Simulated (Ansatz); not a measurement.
Set up this calculation in Ansatz 0.2.0, as the native input.

```yaml
Task: single point
Functional: PBE
Potentials_or_basis: Ansatz PAW earlier set
Cutoff: "590 eV (not typed: the program's choice for these potentials)"
k_mesh: 9 × 9 × 5
Occupations: fermi-dirac, width 0.05 eV
Spin: no spin polarisation
```

Crystal: PmHf.

```
CELL_PARAMETERS angstrom
3.37466 0.00000 0.00000
-1.68733 2.92254 0.00000
0.00000 0.00000 5.55276
ATOMIC_POSITIONS crystal
Hf 0.33333 0.66667 0.50000
Pm 0.00000 0.00000 0.00000
```

The cell comes from a database or a generator and needn't be the stable form of this composition.

One way to write it, as run:

input.yaml

```yaml
crystal:
  lattice:
    - [3.3746633477, 0.0, 0.0]
    - [-1.6873316738, 2.9225441883, 0.0]
    - [0.0, 0.0, 5.552759]
  atoms:
    - { symbol: Hf, position: [0.3333333333, 0.6666666667, 0.5] }
    - { symbol: Pm, position: [0.0, 0.0, 0.0] }
hamiltonian:
  xc: pbe
  pseudopotentials: { kind: paw }
kpoints:
  mp_grid: { grid: [9, 9, 5] }
scf:
  occupations: { method: fermi_dirac, width: 0.05 }
output:
  forces: true
  stress: true
  eigenvalues: true
```

Potentials or basis: Ansatz PAW earlier set.

Run with:

```sh
$ ansatz run input.yaml --threads 2 --pin off --max-ram 5632MiB --backend cpu --events-out ev --progress --plain --runs-dir out
```

It gave:

```yaml
Pressure: -7.1 GPa
Band_gap_on_the_k_mesh: none (metal or under the smearing width)
```

Caveat: without U or exact exchange the open f shell lies at the Fermi level, which spoils levels, moments and volumes.

It took 7.5 s on 2 threads of Arm Neoverse V1, with other jobs on the host, peak memory 0.44 GiB.
